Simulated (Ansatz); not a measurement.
# BiTe (Fm-3m) in Ansatz: reference runs

Reference runs on BiTe: the cell as given and a disturbed copy.

All numbers are computed with Ansatz 0.2.0; they aren't measurements. Logs are shortened: lines on timing, memory, paths and dates and some standing lists are left out, and cuts for length are marked.

**1. The crystal as given**

It takes space group Fm-3m (No. 225, cubic). The conventional cell has a = 6.470 Å, b = 6.470 Å, c = 6.470 Å, α = 90.00°, β = 90.00°, γ = 90.00°. Bi (site symmetry m-3m) has 6 Te at 3.23 Å as nearest neighbours. Te (site symmetry m-3m) has 6 Bi at 3.23 Å as nearest neighbours.

**2. Single point, PBEsol**

File input.yaml:

```yaml
crystal:
  lattice:
    - [0.0, 3.235, 3.235]
    - [3.235, 0.0, 3.235]
    - [3.235, 3.235, 0.0]
  atoms:
    - { symbol: Bi, position: [0.0, 0.0, 0.0] }
    - { symbol: Te, position: [0.5, 0.5, 0.5] }
kpoints:
  mp_grid: { grid: [7, 7, 7] }
scf:
  occupations: { method: fermi_dirac, width: 0.05 }
hamiltonian:
  xc: pbesol
  pseudopotentials: { kind: all_electron, lapw: { basis_error: 0.001 } }
output:
  forces: true
  stress: true
  eigenvalues: true
  populations: true
```

Potentials or basis: all-electron LAPW, scalar-relativistic.

Launch:

```sh
$ ansatz run input.yaml --threads 1 --pin off --max-ram 3072MiB --backend cpu --events-out ev --progress --plain --runs-dir out
```

Standard output:

```text
Warning: RAYON_NUM_THREADS=1 ignored (pool sized by the plan → 1); use --threads N
Bi: projections on atomic orbitals take those of the free atom 1s2 2s2 2p6 3s2 3p6 3d10 4s2 4p6 4d10 4f14 5s2 5p6 5d10 6s2 6p3, of charge +0.00 (hamiltonian.pseudopotentials.projection_atoms)
Te: projections on atomic orbitals take those of the free atom 1s2 2s2 2p6 3s2 3p6 3d10 4s2 4p6 4d10 5s2 5p4, of charge +0.00 (hamiltonian.pseudopotentials.projection_atoms)
LAPW: plane waves up to 6.813 Å⁻¹, error target 1.0e-3 eV per atom; small_component_spin mean_spin; Te in spheres of 1.584 Å, 24 of its electrons in bands, Dirac shells []; Bi in spheres of 1.651 Å, 37 of its electrons in bands, Dirac shells [] (how accurate: hamiltonian.pseudopotentials.lapw.basis_error, Limitations)
Engine: ansatz 0.2.0, aarch64-unknown-linux-gnu
Pseudopotentials: kind: all_electron
Pseudopotential: Bi, LAPW, valence charge 37, lapw/all_electron/scalar/gaussian/Bi, Koelling and Harmon's equation, gaussian nucleus
Pseudopotential: Te, LAPW, valence charge 24, lapw/all_electron/scalar/gaussian/Te, Koelling and Harmon's equation, gaussian nucleus
Functional definition: PBEsol
  exchange = pbesol_x
  correlation = pbesol_c
Crystal: 2 atoms, lattice volume = 67.710 Å³
Basis set: ecut = 176.83177275377298 eV, 339 PW (Γ), exchange–correlation at level 2
Bands: 37, of which v1, the nominal top of the filled ones, is band 31 counted from 1 (30 counted from 0)
Symmetry: 48 space group operations
Space group: Fm-3m (ITA 225), of the structure as read, at distance tolerance 4.1e-5 Å
k-points: 20 of 343
Non-local potential: Bi, projectors of the file, none
Non-local potential: Te, projectors of the file, none
Initial density: superposition of atomic densities (chi_scale 0.1, normalization cell, long waves kept (reshape's long-wave potential 0.00 eV rms))
Initial wavefunctions: plane waves of lowest kinetic energy (no species holds an atomic orbital)
Functional: x = pbesol(κ = 0.804, μ = 0.12345679012345678), c = pbesol(β = 0.046)
iter 1 solved again at ethr=1.83e-4 eV; its pass at ethr=1.00e-1 eV (dr2=1.11e-1 eV) is discarded
SCF iter   1: F=—  HF=-770357.568251 eV  |F-HF|=—  |Δ(HF+E_count)|=         —  Δρ=9.43e-3  dr2=1.11e-1  ethr=1.83e-4  ⟨swp⟩=2.9  Hψ=4678  notcnv=0
preconditioner: auto → LDOS  [metal: Δε(μ)=0.054 eV  Ē_g=10.917 eV  σ=0.050 eV  W_gap=0.26  n_scr=14 (ndim 8)  ℏωp=15.0 eV  f_vac=0.106  D(μ)=2.67/eV (n_scr^D=14)  β→1.0]
SCF iter   2: F=—  HF=-770357.542729 eV  |F-HF|=—  |Δ(HF+E_count)|=   2.55e-2  Δρ=3.15e-3  dr2=1.59e-2  ethr=1.83e-4  ⟨swp⟩=2.0  Hψ=2195  notcnv=0
iter 3 solved again at ethr=1.26e-6 eV; its pass at ethr=2.60e-5 eV (dr2=7.69e-4 eV) is discarded
SCF iter   3: F=—  HF=-770357.543082 eV  |F-HF|=—  |Δ(HF+E_count)|=   3.53e-4  Δρ=6.99e-4  dr2=7.68e-4  ethr=1.26e-6  ⟨swp⟩=2.0  Hψ=3697  notcnv=0
SCF iter   4: F=—  HF=-770357.538010 eV  |F-HF|=—  |Δ(HF+E_count)|=   5.07e-3  Δρ=3.29e-4  dr2=1.09e-4  ethr=1.26e-6  ⟨swp⟩=2.0  Hψ=2178  notcnv=0
SCF iter   5: F=—  HF=-770357.537914 eV  |F-HF|=—  |Δ(HF+E_count)|=   9.60e-5  Δρ=9.36e-5  dr2=9.47e-6  ethr=1.79e-7  ⟨swp⟩=2.0  Hψ=2178  notcnv=0
SCF iter   6: F=—  HF=-770357.537905 eV  |F-HF|=—  |Δ(HF+E_count)|=   8.88e-6  Δρ=4.18e-5  dr2=1.97e-6  ethr=1.55e-8  ⟨swp⟩=2.0  Hψ=2178  notcnv=0
SCF iter   7: F=—  HF=-770357.537905 eV  |F-HF|=—  |Δ(HF+E_count)|=   2.61e-7  Δρ=1.48e-5  dr2=2.79e-7  ethr=3.23e-9  ⟨swp⟩=2.0  Hψ=2178  notcnv=0
SCF iter   8: F=-770357.537905 eV  HF=-770357.537905 eV  |F-HF|=2.33e-9  |Δ(HF+E_count)|=   1.14e-8  Δρ=2.89e-6  dr2=7.80e-9  ethr=4.58e-10  ⟨swp⟩=2.3  Hψ=2184  notcnv=0
SCF 1 converged in 8 iterations: F = -770357.537905 eV  dr2 = 7.80e-9
SCF converged after 8 iterations
Free energy (F): -770357.537905 eV
Harris-Foulkes:  -770357.537905 eV  (|F-HF|=2.33e-9)
Internal energy: -770357.516530 eV  (E = F + TS)
E sigma→0 (E₀):  -770357.527218 eV
Entropy (-TS):   -0.021375 eV (-10.688 meV/atom)
Fermi energy:    12.586487 eV
--- Per-component energies (eV) ---
  E_band       = -3816.692749
  E_kinetic    = 872943.852030
  E_xc         = -15360.751916
  E_electrostatic = -1627940.616644  (all electrons and nuclei)
  E_smearing   = -0.021375  (= −TS)
  E_closure    = 0.000000  (closes the sum)
  E_atoms      = -770349.614598  (free atoms, spherical and without spin; not in F)
  Σ components = -770357.537905   (vs F -770357.537905, Δ=0.00e0)
  Basis errors (estimates in eV, not in F): energy 3.3e-4 per atom: plane waves 3.2e-4 (1.7e-4 summed), levels above the bands 4.7e-58, relativity 1.7e-8, radial functions 1.0e-5, core shells 3.1e-9; eigenvalues (radial functions only) 2.7e-6; not estimated: angular momenta, meshes, grids; target (lapw.basis_error) 1.0e-3; muffin-tin radii Te 1.584 Å, Bi 1.651 Å
--- Forces (eV/Å), atoms counted from 1 ---
  atom   1  Bi    -0.00000000     0.00000000    -0.00000000
  atom   2  Te     0.00000000     0.00000000     0.00000000
  max |Σ_I F_I| component: 3.88e-31 eV/Å
--- Stress (GPa, compression-positive) ---
       -1.531574       0.000000       0.000000
        0.000000      -1.531574      -0.000000
        0.000000      -0.000000      -1.531574
  P = ⅓ Tr σ = -1.5316 GPa (-15.316 kbar)
--- Band table (eV; the first three rows and the last of 20) ---
  k-point 0: bands = ["-147.0829", "-140.9384", "-136.0949", "-136.0935", "-136.0935", "-136.0935", "-136.0923", "-136.0923", "-136.0923", "-97.1852", "-97.1852", "-97.1852", "-79.1407", "-79.1407", "-79.1407", "-24.6214", "-24.6214", "-24.6196", "-24.6196", "-24.6196", "-10.5198", "-10.5198", "-10.5150", "-10.5150", "-10.5150", "-0.9672", "4.4271", "10.0324", "10.0324", "10.0324", "14.7109", "14.7109", "14.7109", "17.2177", "17.2177", "17.2177", "18.5599"]
  k-point 1: bands = ["-147.0829", "-140.9384", "-136.0949", "-136.0935", "-136.0935", "-136.0935", "-136.0923", "-136.0923", "-136.0923", "-97.1852", "-97.1852", "-97.1852", "-79.1407", "-79.1407", "-79.1407", "-24.6214", "-24.6214", "-24.6195", "-24.6195", "-24.6195", "-10.5206", "-10.5206", "-10.5147", "-10.5139", "-10.5139", "-0.7850", "3.9870", "10.0922", "10.0922", "10.2032", "13.9229", "14.0576", "14.0576", "17.0387", "17.5837", "17.5837", "19.7076"]
  k-point 2: bands = ["-147.0829", "-140.9384", "-136.0949", "-136.0935", "-136.0935", "-136.0935", "-136.0923", "-136.0923", "-136.0923", "-97.1852", "-97.1852", "-97.1852", "-79.1407", "-79.1407", "-79.1407", "-24.6213", "-24.6213", "-24.6194", "-24.6193", "-24.6193", "-10.5229", "-10.5229", "-10.5139", "-10.5110", "-10.5110", "-0.2491", "2.9475", "10.2892", "10.2892", "10.5325", "12.7276", "12.9347", "12.9347", "17.5628", "18.6184", "18.6184", "21.6849"]
  k-point 19: bands = ["-147.0829", "-140.9384", "-136.0949", "-136.0935", "-136.0935", "-136.0935", "-136.0923", "-136.0923", "-136.0923", "-97.1852", "-97.1852", "-97.1852", "-79.1407", "-79.1407", "-79.1407", "-24.6215", "-24.6211", "-24.6194", "-24.6191", "-24.6188", "-10.5298", "-10.5202", "-10.5129", "-10.5101", "-10.5052", "1.2879", "1.6812", "7.4731", "8.0606", "10.6026", "12.6662", "15.7919", "16.6387", "17.1725", "18.3057", "21.7935", "22.0157"]
--- Löwdin populations: 2 sites ---
  site symbol       q [e]
     0     Bi     82.8880
     1     Te     52.0475
  spilling = 0.000478 (of n_electrons = 135.000000)
```

It took 8.6 s on 1 thread of Arm Neoverse V2, shared host; peak memory 0.28 GiB.

What came out:

```
Free energy            : -770357.5379 eV
Pressure               : -1.5 GPa
Band gap on the k mesh : none (metal or under the smearing width)
```

Caveat: spin-orbit coupling is left out, which moves the levels of the heavy elements.

**3. Single point, PBEsol (atoms moved at random, drawn with an rms of 0.05 Å)**

input.yaml, as its differences from that of step 2:

```diff
@@ -6,4 +6,4 @@
   atoms:
-    - { symbol: Bi, position: [0.0, 0.0, 0.0] }
-    - { symbol: Te, position: [0.5, 0.5, 0.5] }
+    - { symbol: Bi, position: [-0.017056, -0.008804, 0.023815] }
+    - { symbol: Te, position: [0.496114, 0.492255, 0.502187] }
 kpoints:
```

Potentials or basis: all-electron LAPW, scalar-relativistic.

Launch:

```sh
$ ansatz run input.yaml --threads 1 --pin off --max-ram 3072MiB --backend cpu --events-out ev --progress --plain --runs-dir out
```

Run time: 1.9 min. Hardware: 1 thread of Arm Neoverse V2, shared host; peak memory 0.63 GiB.

Results (log left out):

```
Free energy            : -770357.5282 eV
Pressure               : -1.4 GPa
Largest force          : 0.225 eV/Å
Band gap on the k mesh : none (metal or under the smearing width)
```

Forces in eV/Å, atoms in the order of the input:
```
Bi  -0.176 -0.071  0.121
Te   0.176  0.071 -0.121
```

Stress tensor (GPa, compression positive):
```
-1.37 -0.05  0.09
-0.05 -1.43  0.04
 0.09  0.04 -1.41
```

Levels at points of the mesh, in eV from the Fermi level:
```csv
k point,band 27,band 28,band 29,band 30,band 31,band 32,band 33,band 34
"(0.00, 0.00, 0.00)",-8.16,-2.58,-2.56,-2.55,2.08,2.10,2.12,4.62
```

Caveat: spin-orbit coupling is left out, which moves the levels of the heavy elements.
